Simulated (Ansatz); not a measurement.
A nudged elastic band was laid between two geometries of a periodic cell of 31 atoms, Al30Si (host Al, host structure fcc, dopant Si, one Al atom removed).

All numbers below come from Ansatz, DFT r2SCAN, scalar-relativistic, plane waves, PAW. Settings: PAW set soft_1, cutoff 500 eV, k mesh 2x2x2, fermi-dirac smearing 0.1 eV, no spin polarisation.

```
movable images  : 7
climbing image  : yes
spring          : 5.0 eV/Å²
optimiser       : quadratic models (default)
start path      : IDPP
force threshold : 0.03 eV/Å
iteration limit : 31
end points      : relaxed
```

Initial state:

```xyz
31
Lattice="8.1000 0.0000 0.0000 0.0000 8.1000 0.0000 0.0000 0.0000 8.1000" Properties=species:S:1:pos:R:3
Al 4.076 -0.009 0.022
Al 6.054 2.019 0.019
Si 6.016 -0.013 1.962
Al -0.018 -0.010 0.015
Al 2.047 2.021 0.016
Al 4.072 4.040 0.018
Al 6.053 6.063 0.019
Al 2.052 -0.010 1.993
Al 4.073 2.019 2.000
Al 6.055 4.040 2.001
Al 4.069 -0.010 4.028
Al 6.061 1.996 4.025
Al 6.046 -0.010 6.099
Al -0.006 4.040 0.022
Al 2.047 6.061 0.017
Al -0.022 1.995 2.008
Al 2.046 4.039 1.998
Al 4.072 6.063 2.000
Al 2.046 2.019 4.031
Al 4.076 4.040 4.041
Al 6.062 6.086 4.025
Al 2.044 -0.011 6.089
Al 4.070 2.021 6.094
Al 6.052 4.040 6.093
Al -0.022 6.087 2.008
Al -0.015 4.039 4.031
Al 2.046 6.062 4.031
Al -0.015 2.019 6.092
Al 2.039 4.041 6.085
Al 4.070 6.061 6.094
Al -0.015 6.063 6.092
```

Final state:

```xyz
31
Lattice="8.1000 0.0000 0.0000 0.0000 8.1000 0.0000 0.0000 0.0000 8.1000" Properties=species:S:1:pos:R:3
Al 4.033 0.000 -0.017
Al 6.092 2.028 -0.020
Si 8.154 0.000 4.104
Al 0.030 0.000 -0.028
Al 2.006 2.030 -0.021
Al 4.038 4.050 -0.012
Al 6.092 6.072 -0.020
Al 2.008 0.000 2.045
Al 4.030 2.028 2.042
Al 6.092 4.050 2.042
Al 4.022 0.000 4.080
Al 6.099 2.003 4.065
Al 6.095 0.000 6.058
Al 0.024 4.050 -0.021
Al 2.006 6.070 -0.021
Al 0.015 2.003 2.049
Al 2.001 4.050 2.033
Al 4.030 6.072 2.042
Al 2.004 2.027 4.073
Al 4.029 4.050 4.074
Al 6.099 6.097 4.065
Al 1.998 0.000 6.048
Al 4.029 2.030 6.056
Al 6.083 4.050 6.051
Al 0.015 6.097 2.049
Al 0.020 4.050 4.070
Al 2.004 6.073 4.073
Al 0.023 2.027 6.054
Al 2.005 4.050 6.055
Al 4.029 6.070 6.056
Al 0.023 6.073 6.054
```

Task: Which bonds break or form, and what moves?

Result: The atom that moves furthest is Si3, by 3.03 Å; four of its nearest neighbours are Al1 2.74, Al7 2.81, Al18 2.81, Al2 2.81 Å at the first end and Al22 2.75, Al27 2.81, Al19 2.81, Al31 2.81 Å at the last.

Task: Give the energies along the band, and the barrier.

Result: It converged. The highest image is number 4 of 0 to 8, 0.63 eV above the ends, which have the same energy within 2 meV. By the program's own check the climbing image is a first-order saddle point (lowest curvatures found: -0.21 and 1.02 eV/Å²). Limits of this set-up: coarse k mesh, no spin, though dangling bonds at a vacancy may carry it, a small cell, in which the defect meets its images, a typed lattice constant that wasn't relaxed here.

```
image  path coordinate (Å)  energy (eV)
    0                 0.00         0.00
    1                 0.41         0.15
    2                 0.83         0.41
    3                 1.24         0.59
    4                 1.65         0.63
    5                 2.06         0.59
    6                 2.47         0.42
    7                 2.88         0.15
    8                 3.29         0.00
```

Task: What is the geometry of the highest image?

Result: 
```xyz
31
Lattice="8.1000 0.0000 0.0000 0.0000 8.1000 0.0000 0.0000 0.0000 8.1000" Properties=species:S:1:pos:R:3
Al 4.026 -0.005 0.023
Al 6.036 2.081 0.008
Si 7.382 -0.004 2.744
Al -0.057 -0.005 0.074
Al 2.022 2.030 0.002
Al 4.022 4.045 0.003
Al 6.036 6.010 0.008
Al 1.950 -0.005 2.081
Al 4.026 2.023 2.016
Al 6.053 4.045 2.040
Al 3.987 -0.005 4.054
Al 6.079 1.991 4.045
Al 6.070 -0.005 6.137
Al 0.008 4.045 -0.078
Al 2.022 6.060 0.002
Al 0.062 2.236 1.961
Al 2.102 4.045 2.016
Al 4.026 6.068 2.016
Al 2.016 2.081 4.088
Al 4.048 4.045 4.077
Al 6.080 6.100 4.044
Al 2.001 -0.005 6.099
Al 4.042 2.068 6.083
Al 6.048 4.045 6.076
Al 0.062 5.855 1.962
Al -0.016 4.045 4.071
Al 2.016 6.010 4.088
Al 0.008 2.023 6.098
Al 2.021 4.045 6.102
Al 4.041 6.022 6.083
Al 0.008 6.068 6.098
```

Time of the run: 8.8 min on 4 threads of Intel(R) Xeon(R) 6975P-C (Granite Rapids), with other jobs on the host, peak memory 6.7 GiB.
